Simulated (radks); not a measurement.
**Tc⁴⁺ in [Ar] 3d10 4s2 4p5 4d3 5p1: an all-electron calculation**

Aim: the levels, the sizes of the orbitals and the parts of the energy of the technetium ion Tc4+.

Method: scalar-relativistic Kohn-Sham, AM05, spin-unpolarised, spherical densities, finite nucleus. Code: radks (a radial shooting solver on a logarithmic mesh, Libxc functionals) version 1.

**1. The system**

- element: technetium (Z = 43)
- charge: +4
- electrons: 39
- configuration: [Ar] 3d10 4s2 4p5 4d3 5p1
- nuclear rms radius: 4.4112 fm

Outer shells as boxes (Hund's rule):

Tc⁴⁺
```
[Ar] core
3d [↑↓][↑↓][↑↓][↑↓][↑↓]
4s [↑↓]
4p [↑↓][↑↓][↑ ]
4d [↑ ][↑ ][↑ ][  ][  ]
5p [↑ ][  ][  ]
```

**2. The calculation**

Settings of this run:

```text
Z 43
configuration [Ar] 3d10 4s2 4p5 4d3 5p1
relativity scalar-relativistic
functional am05,am05
spin unpolarised
nucleus finite rms 4.4112 fm
c 137.035999084
```

On the command line:

```bash
$ python run_ks.py task.json out
```

The same process makes all the runs of this session.

Q: Predict the outcome of this run.

The runs gave:

```
                        quantity                value
                    total energy  -4275.66294 hartree
exchange-correlation share of it               2.86 %
                            −T/E               1.0324
          highest occupied level       5p, -33.205 eV
    most extended occupied level  5p, <r> = 2.67 bohr
 radius at density 0.001 e/bohr³            3.78 bohr
    maxima of the radial density                    4
```

What this shows: The radial density shows 4 maxima for 5 occupied principal shells; where shells overlap, one shows as a shoulder or not at all. Relativity lifts −T/E to 1.032. This is not the tabulated ground configuration, so its levels and sizes aren't those of the ground state, and no measured value stands beside it.
